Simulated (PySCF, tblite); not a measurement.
**C₄H₆AlFO₃: geometry, infrared bands and NMR shifts**

Wanted: the infrared bands and NMR shifts of C₄H₆AlFO₃ (`COC1=C(F)C=[O+][AlH2-][O]1`), by calculation.

Computed with tblite 0.8.0 and PySCF 2.14.0, with density-fitted response routines of our own, on a single molecule in the gas phase. Atoms count from 0, in the outputs and in this text.

### 1 Starting geometry

15 atoms, charge 0, multiplicity 1; geometry from: force field or distance geometry start.

Bonds of the start (Å): C0–O1 1.38, O1–C2 1.40, C2–C3 1.30, C3–F4 1.39, C3–C5 1.43, C5–O6 1.26, O6–Al7 1.85, Al7–O8 1.86, O8–C2 1.38, C0–H9 1.14, C0–H10 1.11, C0–H11 1.10, C5–H12 1.10, Al7–H13 1.59, Al7–H14 1.59.

### 2 Optimising the geometry with GFN2-xTB

The job: settings as JSON, then the geometry in Å.

```
{"job": {"kind": "relax", "xc": "GFN2-xTB", "basis": "xTB"}, "charge": 0, "multiplicity": 1}
C     -2.638300     0.420300     0.022300
O     -1.652900    -0.134600     0.809500
C     -0.298700    -0.099900     0.444200
C      0.231100    -1.204000     0.009800
F     -0.602800    -2.310900     0.005600
C      1.574700    -1.418700    -0.424300
O      2.493100    -0.562000    -0.486600
Al     2.121800     1.175600     0.044800
O      0.334600     1.121000     0.548400
H     -3.621000     0.244200     0.566400
H     -2.461700     1.509100    -0.083600
H     -2.734900    -0.008500    -0.987900
H      1.862000    -2.432400    -0.737300
H      2.417900     2.230200    -1.113100
H      2.970700     1.478600     1.359900
```

On the command line:

```console
OMP_NUM_THREADS=1 python probes_run.py task.json out
```

One launch serves the whole session: the jobs run in the order shown.

**Question.** This job is followed by: GFN2-xTB harmonic vibrations, gas phase; GIAO PBE0/pcSseg-1 NMR shielding, non-relativistic, gas phase. What will the session give for the following? strongest single infrared mode (GFN2-xTB); zero-point energy (GFN2-xTB); ¹³C shifts against TMS (PBE0/pcSseg-1); ¹H shifts against TMS (PBE0/pcSseg-1, means over atoms taken as alike); ¹⁷O shifts against H2O (PBE0/pcSseg-1); ¹⁹F shifts against CFCl3 (PBE0/pcSseg-1); ²⁷Al shifts against AlH4- (PBE0/pcSseg-1); surface potential, 1st and 99th percentile.

**Answer**, as computed:

```
                                                              quantity                          value
                             strongest single infrared mode (GFN2-xTB)          1294 cm⁻¹, 604 km/mol
                                          zero-point energy (GFN2-xTB)                  57.6 kcal/mol
                                ¹³C shifts against TMS (PBE0/pcSseg-1)  175.5, 174.2, 144.2, 55.4 ppm
¹H shifts against TMS (PBE0/pcSseg-1, means over atoms taken as alike)           8.61, 4.26, 4.20 ppm
                                ¹⁷O shifts against H2O (PBE0/pcSseg-1)        243.6, 224.7, 176.0 ppm
                              ¹⁹F shifts against CFCl3 (PBE0/pcSseg-1)                     -212.0 ppm
                             ²⁷Al shifts against AlH4- (PBE0/pcSseg-1)                       55.4 ppm
                                 surface potential, 1st and 99th percentile             -0.94 V and 1.40 V
```

What this shows: The optimisation took 138 steps and gained 1.635 eV; among the close pairs (by a distance rule), C2–C3 changed most, from 1.299 to 1.423 Å. All 39 modes are real, so the xTB geometry is a minimum. The strongest single mode, at 1294 cm⁻¹, is spread over several atoms, O6, C5, C3, C2 among them. Unscaled tight-binding wavenumbers are off by several per cent, some by more. Its intensities can rank the bands wrongly. The most deshielded carbon is C2 (alkene carbon bearing oxygen), at 175.5 ppm: an sp2 carbon further deshielded by the attached heteroatom. At PBE0/pcSseg-1: The largest span, 429 ppm, is at O6, where the paramagnetic term is -288 ppm. At PBE0/pcSseg-1, counted by nearest atom on the grid, the HOMO lies on C3 28 %; O6 17 %, the LUMO on C2, C5 about 27 % each; O6, O8 about 11 % each.
